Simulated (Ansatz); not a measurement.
# MnB26P27: the cost of one run

Computed with Ansatz 0.2.0 (DFT, PBE, plane-wave PAW, default files, scalar-relativistic, as far as a step names no other, unless a step's input says otherwise).

1 further run of the same task is left out (it didn't finish).

### 1 Starting point

Symmetry: Imm2, No. 44, orthorhombic system. Conventional cell: a = 9.627 Å, b = 9.627 Å, c = 13.614 Å, α = 90.00°, β = 90.00°, γ = 90.00°. Around Mn (site symmetry mm2) lie 4 P at 1.90 to 2.04 Å. Around B (site symmetry m) lie 4 P at 1.97 Å. B (site symmetry 1) is surrounded by 4 P at 1.97 Å. B (site symmetry mm2) has 4 P at 1.97 Å in its first shell of neighbours. Only part of the 24 independent sites is listed.

Structure file:

```cif
data_structure
_symmetry_space_group_name_H-M 'Imm2'
_symmetry_Int_Tables_number 44
_cell_length_a 9.6266
_cell_length_b 9.6266
_cell_length_c 13.6140
_cell_angle_alpha 90.000
_cell_angle_beta 90.000
_cell_angle_gamma 90.000
_cell_volume 1261.62
loop_
_atom_site_label
_atom_site_type_symbol
_atom_site_symmetry_multiplicity
_atom_site_Wyckoff_symbol
_atom_site_fract_x
_atom_site_fract_y
_atom_site_fract_z
_atom_site_occupancy
Mn1 Mn 2 a 0.50000 0.50000 0.49119 1
B1 B 4 c 0.33333 0.00000 0.00000 1
B2 B 8 e 0.66667 0.66667 0.33333 1
B3 B 4 d 0.00000 0.66667 0.33333 1
B4 B 8 e 0.83333 0.83333 0.16667 1
B5 B 4 d 0.50000 0.83333 0.16667 1
B6 B 4 c 0.83333 0.50000 0.16667 1
B7 B 2 a 0.50000 0.50000 0.16667 1
B8 B 4 d 0.00000 0.66667 0.00000 1
B9 B 8 e 0.33333 0.66667 0.00000 1
B10 B 4 c 0.66667 0.00000 0.33333 1
B11 B 2 a 0.00000 0.00000 0.33333 1
P1 P 4 c 0.66667 0.50000 0.41667 1
P2 P 2 b 0.00000 0.50000 0.41667 1
P3 P 8 e 0.83333 0.66667 0.25000 1
P4 P 4 d 0.50000 0.66667 0.25000 1
P5 P 4 d 0.00000 0.83333 0.08333 1
P6 P 8 e 0.33333 0.83333 0.08333 1
P7 P 2 b 0.00000 0.50000 0.08333 1
P8 P 4 c 0.33333 0.50000 0.08333 1
P9 P 8 e 0.66667 0.16667 0.41667 1
P10 P 4 d 0.00000 0.16667 0.41667 1
P11 P 4 c 0.83333 0.00000 0.25000 1
P12 P 2 b 0.50000 0.00000 0.25000 1
```

Atom 1 of the input is the impurity.

### 2 Relaxation of the positions

Contents of input.yaml:

```yaml
crystal:
  lattice:
    - [0.0, 6.807, 6.807]
    - [6.807, 0.0, 6.807]
    - [6.807, 6.807, 0.0]
  atoms:
    - { symbol: Mn, position: [0.0088144557, 0.0088144557, -0.0088144557], spin: 5.0 }
    - { symbol: B, position: [0.0, 0.0, 0.3333333333] }
    - { symbol: B, position: [0.0, 0.0, 0.6666666667] }
    - { symbol: B, position: [0.0, 0.3333333333, 0.0] }
    - { symbol: B, position: [0.0, 0.3333333333, 0.3333333333] }
    - { symbol: B, position: [0.0, 0.3333333333, 0.6666666667] }
    - { symbol: B, position: [0.0, 0.6666666667, 0.0] }
    - { symbol: B, position: [0.0, 0.6666666667, 0.3333333333] }
    - { symbol: B, position: [0.0, 0.6666666667, 0.6666666667] }
    - { symbol: B, position: [0.3333333333, 0.0, 0.0] }
    - { symbol: B, position: [0.3333333333, 0.0, 0.3333333333] }
    - { symbol: B, position: [0.3333333333, 0.0, 0.6666666667] }
    - { symbol: B, position: [0.3333333333, 0.3333333333, 0.0] }
    - { symbol: B, position: [0.3333333333, 0.3333333333, 0.3333333333] }
    - { symbol: B, position: [0.3333333333, 0.3333333333, 0.6666666667] }
    - { symbol: B, position: [0.3333333333, 0.6666666667, 0.0] }
    - { symbol: B, position: [0.3333333333, 0.6666666667, 0.3333333333] }
    - { symbol: B, position: [0.3333333333, 0.6666666667, 0.6666666667] }
    - { symbol: B, position: [0.6666666667, 0.0, 0.0] }
    - { symbol: B, position: [0.6666666667, 0.0, 0.3333333333] }
    - { symbol: B, position: [0.6666666667, 0.0, 0.6666666667] }
    - { symbol: B, position: [0.6666666667, 0.3333333333, 0.0] }
    - { symbol: B, position: [0.6666666667, 0.3333333333, 0.3333333333] }
    - { symbol: B, position: [0.6666666667, 0.3333333333, 0.6666666667] }
    - { symbol: B, position: [0.6666666667, 0.6666666667, 0.0] }
    - { symbol: B, position: [0.6666666667, 0.6666666667, 0.3333333333] }
    - { symbol: B, position: [0.6666666667, 0.6666666667, 0.6666666667] }
    - { symbol: P, position: [0.0833333333, 0.0833333333, 0.0833333333] }
    - { symbol: P, position: [0.0833333333, 0.0833333333, 0.4166666667] }
    - { symbol: P, position: [0.0833333333, 0.0833333333, 0.75] }
    - { symbol: P, position: [0.0833333333, 0.4166666667, 0.0833333333] }
    - { symbol: P, position: [0.0833333333, 0.4166666667, 0.4166666667] }
    - { symbol: P, position: [0.0833333333, 0.4166666667, 0.75] }
    - { symbol: P, position: [0.0833333333, 0.75, 0.0833333333] }
    - { symbol: P, position: [0.0833333333, 0.75, 0.4166666667] }
    - { symbol: P, position: [0.0833333333, 0.75, 0.75] }
    - { symbol: P, position: [0.4166666667, 0.0833333333, 0.0833333333] }
    - { symbol: P, position: [0.4166666667, 0.0833333333, 0.4166666667] }
    - { symbol: P, position: [0.4166666667, 0.0833333333, 0.75] }
    - { symbol: P, position: [0.4166666667, 0.4166666667, 0.0833333333] }
    - { symbol: P, position: [0.4166666667, 0.4166666667, 0.4166666667] }
    - { symbol: P, position: [0.4166666667, 0.4166666667, 0.75] }
    - { symbol: P, position: [0.4166666667, 0.75, 0.0833333333] }
    - { symbol: P, position: [0.4166666667, 0.75, 0.4166666667] }
    - { symbol: P, position: [0.4166666667, 0.75, 0.75] }
    - { symbol: P, position: [0.75, 0.0833333333, 0.0833333333] }
    - { symbol: P, position: [0.75, 0.0833333333, 0.4166666667] }
    - { symbol: P, position: [0.75, 0.0833333333, 0.75] }
    - { symbol: P, position: [0.75, 0.4166666667, 0.0833333333] }
    - { symbol: P, position: [0.75, 0.4166666667, 0.4166666667] }
    - { symbol: P, position: [0.75, 0.4166666667, 0.75] }
    - { symbol: P, position: [0.75, 0.75, 0.0833333333] }
    - { symbol: P, position: [0.75, 0.75, 0.4166666667] }
    - { symbol: P, position: [0.75, 0.75, 0.75] }
magnetization:
  spin_polarized: true
total_charge: -1
kpoints:
  mp_grid: { grid: [3, 3, 3] }
scf:
  occupations: { method: fermi_dirac, width: 0.01 }
hamiltonian:
  xc: pbe
  pseudopotentials: { kind: paw }
output:
  forces: true
  stress: true
  populations: true
  efg:
    quadrupole_moments_barn: { Mn: 0.33, B: 0.04059 }
    contact_densities: true
relax:
  f_tol: 0.03
  max_steps: 40
```

Started as:

```
$ ansatz run input.yaml --threads 4 --pin off --max-ram 8192MiB --backend cpu --events-out ev --progress --plain --runs-dir out
```

**Question.** How long does this run take on 4 threads of Arm Neoverse V2, shared host, and how much memory does it need?

About 7.7 min, with a peak of 3.4 GiB.
